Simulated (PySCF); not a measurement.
# InH3: geometry, NMR shifts and electronic excitations

Wanted: the NMR shifts and electronic excitations of InH3 (`[H][In]([H])[H]`), by calculation.

Programs: PySCF 2.14.0, with density-fitted response routines of our own. Each step states its level of theory. These are calculated values for one molecule in the gas phase, unless marked as measured. Atoms count from 0, in the outputs and in this text.

## (1) Starting geometry

4 atoms, charge 0, multiplicity 1; geometry from: GFN2-xTB.

Bonds of the start (Å): In0–H1 1.72, In0–H2 1.72, In0–H3 1.72.

## (2) Geometry optimisation at PBE0-D3(BJ)/def2-SVP

What the job is given:

```
{"job": {"xc": "PBE0", "basis": "def2-SVP", "d3": "d3bj", "grid": 1, "maxiter": 40, "kind": "geom"}, "charge": 0, "multiplicity": 1}
In     0.000640    -0.000740    -0.000540
H      1.718930    -0.027790     0.013510
H     -0.834510     1.501400    -0.017780
H     -0.885060    -1.472880     0.004810
```

**Question.** This job is followed by: GIAO PBE0/pcSseg-1 In:def2-TZVP NMR shielding, non-relativistic, gas phase; TDDFT CAM-B3LYP/def2-SVPD, vertical, gas phase, core orbitals frozen in the response; GIAO B3LYP/pcSseg-1 In:def2-TZVP NMR shielding, non-relativistic, gas phase. What will the session give for the following? point group; rotational constants (main isotopes); ¹H shifts against TMS (PBE0/def2-TZVP+pcSseg-1, means over atoms taken as alike); lowest singlet (CAM-B3LYP/def2-SVPD); brightest single state of those computed; lowest triplet; vertical ionisation energy (ΔSCF); vertical electron affinity (ΔSCF); range of the shift of H1.

The runs gave:

| quantity | value |
| --- | --- |
| point group | D3h |
| rotational constants (main isotopes) | 111.35, 111.20, 55.64 GHz |
| ¹H shifts against TMS (PBE0/def2-TZVP+pcSseg-1, means over atoms taken as alike) | 6.52 ppm |
| lowest singlet (CAM-B3LYP/def2-SVPD) | 4.87 eV (255 nm), f = 0.000 |
| brightest single state of those computed | state 9, 8.91 eV, f = 0.833 |
| lowest triplet | 4.44 eV |
| vertical ionisation energy (ΔSCF) | 10.69 eV |
| vertical electron affinity (ΔSCF) | 0.24 eV |
| range of the shift of H1 | 6.52 to 6.58 ppm |

What this shows: Over 2 steps the energy fell by 0.004 eV; of the close pairs, In0–H3 changed most, 1.718 to 1.733 Å. No frequency check was run at this level, so the end point may be a saddle. The first singlet state (HOMO→LUMO 0.99) lies at 4.87 eV and is dark; of the 10 states computed, the strongest absorption comes from states 9 to 10 together at 8.91 eV (the last computed, so partners may be missing). The lowest triplet lies 0.43 eV below the lowest singlet (triplets in Tamm-Dancoff, singlets in full TDDFT). Spin-orbit coupling, left out, mixes singlets and triplets in elements this heavy. The orbital energy would give 9.53 eV for ionisation, ΔSCF gives 10.69 eV. The shift of H1 (with its like atoms) runs from 6.52 (PBE0/def2-TZVP+pcSseg-1) to 6.58 ppm (B3LYP/def2-TZVP+pcSseg-1). Spin-orbit coupling is left out, which matters for shieldings and couplings at and beside the heavy atoms.
